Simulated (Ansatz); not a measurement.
**C2H6GaO radical: a ladder of functionals and wavefunction methods**

How much do the methods differ for C2H6GaO radical? The plan is to run it at one geometry with functionals of several rungs and with coupled cluster. The yardstick is the atomisation energy at the CCSD(T) limit.

Computed with Ansatz 0.2.0, Gaussian basis. Level: functionals in def2-TZVPP, the program's frozen cores in correlated methods.

Levels to be run: PBE-D4, r2SCAN-D4, PBE0-D4, B3LYP-D4, ωB97X-V, ωB97M-V, B2PLYP; CCSD(T)/def2-TZVPP; MP2/def2-QZVPP; extrapolation to the limit.

## (1) Structure used throughout

All runs share one geometry, relaxed beforehand with PBE0-D4 in a triple-zeta def2 set.

SMILES `[CH3][Ga]([CH3])[O]`, 10 atoms, charge 0, spin multiplicity 2.

Atoms are counted from 1 here; the program's logs count them from 0.

Bond lengths: C1–Ga2 1.961 Å, C1–H5 1.092 Å, C1–H6 1.090 Å, C1–H7 1.092 Å, Ga2–C3 1.961 Å, Ga2–O4 1.806 Å, C3–H8 1.092 Å, C3–H9 1.090 Å, C3–H10 1.092 Å. Angles: Ga2–C1–H5 110.0°, Ga2–C1–H6 111.2°, Ga2–C1–H7 110.0°, H5–C1–H6 108.9°, H5–C1–H7 107.7°, H6–C1–H7 108.9°, C1–Ga2–C3 130.3°, C1–Ga2–O4 114.9°, C3–Ga2–O4 114.9°, Ga2–C3–H8 110.0°, Ga2–C3–H9 111.2°, Ga2–C3–H10 110.0°, H8–C3–H9 108.9°, H8–C3–H10 107.7°, H9–C3–H10 108.9°.

## (2) PBE-D4 (GGA)

Contents of in.yaml:

```yaml
crystal:
  periodic: [false, false, false]
  atoms:
    - {symbol: C, position_ang: [-0.210650, 1.565819, -0.842144]}
    - {symbol: Ga, position_ang: [-0.186196, -0.350135, -0.424727]}
    - {symbol: C, position_ang: [0.390119, -1.287156, 1.198726]}
    - {symbol: O, position_ang: [-0.790280, -1.422574, -1.746059]}
    - {symbol: H, position_ang: [-0.842162, 2.095757, -0.125497]}
    - {symbol: H, position_ang: [-0.590022, 1.745345, -1.847649]}
    - {symbol: H, position_ang: [0.797829, 1.978194, -0.764703]}
    - {symbol: H, position_ang: [1.441903, -1.072121, 1.400368]}
    - {symbol: H, position_ang: [0.262647, -2.364575, 1.098217]}
    - {symbol: H, position_ang: [-0.190289, -0.939952, 2.056465]}
basis:
  gaussian: {orbitals: def2-TZVPP}
magnetization: {spin_polarized: true, initial_magnetization: 1}
hamiltonian: {xc: pbe, dispersion: d4}
output: {forces: true, orbitals: {seedname: orbitals}}
```

Launch:

```bash
$ ansatz run in.yaml --threads 2 --pin off --events-out ev --progress --plain --max-ram 32768MiB --backend cpu
```

After this run come: r2SCAN-D4 (meta-GGA); PBE0-D4 (hybrid); B3LYP-D4 (hybrid); ωB97X-V (range-separated); ωB97M-V (range-separated); B2PLYP (double hybrid); CCSD(T) in def2-TZVPP; MP2 in def2-QZVPP.

Before running them: what should the planned runs give, taken together? Wanted: atomisation energy, CCSD(T)/CBS; farthest; mean size of error, hybrid; mean size of error, range-separated; gap, smallest and largest; T1 diagnostic; triples share of the correlation energy.

The runs gave:

```
                               quantity                                           value
        atomisation energy, CCSD(T)/CBS                                  820.9 kcal/mol
functionals within 8.2 kcal/mol (1.0 %)  r2SCAN-D4, PBE0-D4, B3LYP-D4, ωB97X-V, ωB97M-V
                               farthest                         PBE-D4 (+12.2 kcal/mol)
             mean size of error, hybrid                                    2.0 kcal/mol
    mean size of error, range-separated                                    1.4 kcal/mol
              gap, smallest and largest             1.27 eV (PBE-D4), 9.27 eV (ωB97X-V)
                          T1 diagnostic                                          0.0156
triples share of the correlation energy                                           3.7 %
```

PBE-D4 is off by +12.2 kcal/mol. Double hybrids carry the basis error of their MP2 part in triple zeta, and no dispersion term here, so their miss is partly the set-up's. Misses under about 8.2 kcal/mol are within the doubt on the reference itself, which lacks core-valence correlation, relativity and higher excitations, and its outer-core shells are covered unevenly. Hartree-Fock recovers 74 % of the binding; the rest is correlation. The gap grows from 1.3 to 9.3 eV across the functionals, mostly with the share of exact exchange. Correlated methods include outer-core shells of Ga, which these sets cover unevenly.
